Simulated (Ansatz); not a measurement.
**C2H9GaSe: how energies converge with the basis set**

The task here is to estimate one member of a computed series from the others.

Computed with Ansatz 0.2.0, Gaussian basis. Level: one geometry, several basis sets.

The runs, in order: PBE0-D4/def2-SVP; ωB97M-V/def2-SVP; PBE0-D4/def2-QZVPP; ωB97M-V/def2-QZVPP; the functionals' def2-TZVPP values are taken from earlier runs.

### Structure used throughout

An earlier PBE0-D4 in a triple-zeta def2 set relaxation fixed the geometry.

SMILES `[CH3][GaH-]([CH3])[SeH2+]`, 13 atoms, charge 0, spin multiplicity 1.

Atoms are counted from 1 here; the program's logs count them from 0.

Bond lengths: C1–Ga2 1.985 Å, C1–H5 1.094 Å, C1–H6 1.093 Å, C1–H7 1.092 Å, Ga2–C3 1.985 Å, Ga2–Se4 2.780 Å, Ga2–H8 1.585 Å, C3–H9 1.095 Å, C3–H10 1.093 Å, C3–H11 1.092 Å, Se4–H12 1.468 Å, Se4–H13 1.469 Å. Angles: Ga2–C1–H5 109.2°, Ga2–C1–H6 112.0°, Ga2–C1–H7 112.3°, H5–C1–H6 107.2°, H5–C1–H7 107.3°, H6–C1–H7 108.6°, C1–Ga2–C3 119.4°, C1–Ga2–Se4 96.7°, C1–Ga2–H8 118.9°, C3–Ga2–Se4 98.8°, C3–Ga2–H8 118.7°, Se4–Ga2–H8 92.1°, Ga2–C3–H9 109.4°, Ga2–C3–H10 111.8°, Ga2–C3–H11 112.3°, H9–C3–H10 107.3°, H9–C3–H11 107.2°, H10–C3–H11 108.6° and more.

As a file:

```xyz
13
charge 0, multiplicity 1
C    -1.1831    1.5058   -0.5930
Ga   -0.2939   -0.2662   -0.6877
C     1.6768   -0.3792   -0.4752
Se   -1.0456   -1.1425    1.8407
H    -1.0633    2.0208   -1.5512
H    -0.7412    2.1453    0.1752
H    -2.2551    1.4210   -0.4024
H    -1.0527   -1.4663   -1.3933
H     2.1611   -0.0918   -1.4137
H     2.0413    0.3002    0.2994
H     2.0098   -1.3916   -0.2359
H    -0.1714   -2.3219    1.8422
H    -0.0621   -0.3683    2.6097
```

Set-up of the first run:

in.yaml reads:

```yaml
crystal:
  periodic: [false, false, false]
  atoms:
    - {symbol: C, position_ang: [-1.183136, 1.505830, -0.593001]}
    - {symbol: Ga, position_ang: [-0.293926, -0.266229, -0.687722]}
    - {symbol: C, position_ang: [1.676768, -0.379246, -0.475193]}
    - {symbol: Se, position_ang: [-1.045590, -1.142513, 1.840717]}
    - {symbol: H, position_ang: [-1.063344, 2.020776, -1.551209]}
    - {symbol: H, position_ang: [-0.741233, 2.145252, 0.175224]}
    - {symbol: H, position_ang: [-2.255100, 1.421007, -0.402404]}
    - {symbol: H, position_ang: [-1.052738, -1.466254, -1.393294]}
    - {symbol: H, position_ang: [2.161111, -0.091844, -1.413683]}
    - {symbol: H, position_ang: [2.041304, 0.300200, 0.299399]}
    - {symbol: H, position_ang: [2.009755, -1.391635, -0.235861]}
    - {symbol: H, position_ang: [-0.171371, -2.321875, 1.842239]}
    - {symbol: H, position_ang: [-0.062100, -0.368267, 2.609689]}
basis:
  gaussian: {orbitals: def2-SVP}
hamiltonian: {xc: pbe0, dispersion: d4}
output: {orbitals: {seedname: orbitals}}
```

Among the steps run: PBE0-D4 in def2-SVP; ωB97M-V in def2-SVP; PBE0-D4 in def2-QZVPP; ωB97M-V in def2-QZVPP.

One of the session's tables, all rows but one given; the rest of the session is left out.

It belongs to the step «Functionals by basis». 

| functional | basis | HOMO (eV) |
| --- | --- | --- |
| PBE0-D4 | def2-SVP | -7.14 |
| PBE0-D4 | def2-TZVPP | -7.21 |
| PBE0-D4 | def2-QZVPP | -7.22 |
| ωB97M-V | def2-SVP | ? |
| ωB97M-V | def2-TZVPP | -9.44 |
| ωB97M-V | def2-QZVPP | -9.45 |

Estimate the missing values for ωB97M-V, def2-SVP.

As computed: HOMO (eV): -9.37. In the column «HOMO (eV)» it lies between ωB97M-V, def2-TZVPP (-9.44) and PBE0-D4, def2-QZVPP (-7.22).
